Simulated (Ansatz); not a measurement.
# C₂H₃FO₂Zr: small, medium and large basis sets

An exercise on one series of results from a longer session: the logs are not shown, and one member is left open.

Computed with Ansatz 0.2.0, Gaussian basis. Level: one geometry, several basis sets.

Levels to be run: PBE0-D4/def2-SVP; ωB97M-V/def2-SVP; PBE0-D4/def2-QZVPP; ωB97M-V/def2-QZVPP; the functionals' def2-TZVPP values are taken from earlier runs.

### The geometry

The geometry comes from an earlier relaxation with PBE0-D4 in a triple-zeta def2 set; it is a stationary point, not always the lowest conformer. Zr takes the def2 core potential; no spin-orbit term is included.

9 atoms, charge 0, spin multiplicity 1.

Atoms are counted from 1 here; the program's logs count them from 0.

Bond lengths: C1–C2 1.215 Å, C1–H7 1.067 Å, C2–Zr3 2.203 Å, Zr3–O4 1.906 Å, Zr3–O5 1.905 Å, Zr3–F6 1.909 Å, O4–H8 0.953 Å, O5–H9 0.953 Å. Angles: C2–C1–H7 179.9°, C1–C2–Zr3 178.8°, C2–Zr3–O4 107.9°, C2–Zr3–O5 107.9°, C2–Zr3–F6 109.4°, O4–Zr3–O5 112.3°, O4–Zr3–F6 109.7°, O5–Zr3–F6 109.7°, Zr3–O4–H8 169.0°, Zr3–O5–H9 169.7°.

Set-up of the first run:

File in.yaml:

```yaml
crystal:
  periodic: [false, false, false]
  atoms:
    - {symbol: C, position_ang: [2.423932, -0.441687, -1.183098]}
    - {symbol: C, position_ang: [1.326690, -0.161583, -0.742964]}
    - {symbol: Zr, position_ang: [-0.667068, 0.377907, 0.022136]}
    - {symbol: O, position_ang: [-1.766950, -1.175984, -0.062238]}
    - {symbol: O, position_ang: [-0.456175, 1.017671, 1.804417]}
    - {symbol: F, position_ang: [-1.413983, 1.753350, -1.070359]}
    - {symbol: H, position_ang: [3.387367, -0.686366, -1.571109]}
    - {symbol: H, position_ang: [-2.354951, -1.913651, 0.070483]}
    - {symbol: H, position_ang: [-0.478862, 1.230342, 2.732722]}
basis:
  gaussian: {orbitals: def2-SVP}
hamiltonian: {xc: pbe0, dispersion: d4}
output: {orbitals: {seedname: orbitals}}
```

Command:

```
ansatz run in.yaml --threads 4 --pin off --events-out ev --progress --plain --max-ram 10444MiB
```

Among the steps run: PBE0-D4 in def2-SVP; ωB97M-V in def2-SVP; PBE0-D4 in def2-QZVPP; ωB97M-V in def2-QZVPP.

One table of the session follows, with a row left open; its other results are not shown here.

| functional | basis | HOMO (eV) |
| --- | --- | --- |
| PBE0-D4 | def2-SVP | -7.82 |
| PBE0-D4 | def2-TZVPP | -7.92 |
| PBE0-D4 | def2-QZVPP | -7.95 |
| ωB97M-V | def2-SVP | -10.05 |
| ωB97M-V | def2-TZVPP | -10.16 |
| ωB97M-V | def2-QZVPP | ? |

**Question.** Estimate the row for ωB97M-V, def2-QZVPP.

As computed: HOMO (eV): -10.19. In the column «HOMO (eV)» it is the lowest.
